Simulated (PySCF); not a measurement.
# C2H6BNO: the cost of one run

Computed with PySCF 2.14.0, with density-fitted response routines of our own, on a single molecule in the gas phase. Atoms count from 0, in the outputs and in this text.

## (1) The starting structure

11 atoms, charge 0, multiplicity 1; geometry from: GFN2-xTB.

Bonds of the start (Å): C0–C1 1.43, C1–N2 1.15, N2–B3 1.59, B3–O4 1.43, C0–H5 1.09, C0–H6 1.09, C0–H7 1.09, B3–H8 1.19, B3–H9 1.19, O4–H10 0.96.

## (2) TDDFT and polarisability: CAM-B3LYP/def2-SVPD

Job settings and geometry (Å):

```
{"job": {"kind": "uv", "xc": "CAM-B3LYP", "basis": "def2-SVPD", "nstates": 8, "ntriplets": 3}, "charge": 0, "multiplicity": 1}
C     -2.166027     0.314574     0.308684
C     -0.833487    -0.157722     0.094381
N      0.228626    -0.551975    -0.085868
B      1.739747    -0.546233    -0.595097
O      2.131115     0.822648    -0.516336
H     -2.777528     0.084097    -0.563645
H     -2.143193     1.394158     0.456389
H     -2.596260    -0.160664     1.190102
H      1.590061    -0.905077    -1.720110
H      2.290747    -1.322552     0.124655
H      2.541624     1.031415     0.320801
```

Level: TDDFT CAM-B3LYP/def2-SVPD, vertical, gas phase, core orbitals frozen in the response.

The run is started by

```
$ OMP_NUM_THREADS=1 python probes_run.py task.json out
```

The driver reads the jobs from task.json and runs them one after another.

**Question.** How long does this first job take on 1 thread of Arm Neoverse V1, shared host, and how much memory does it need?

About 15 s, with a peak of 0.63 GiB.
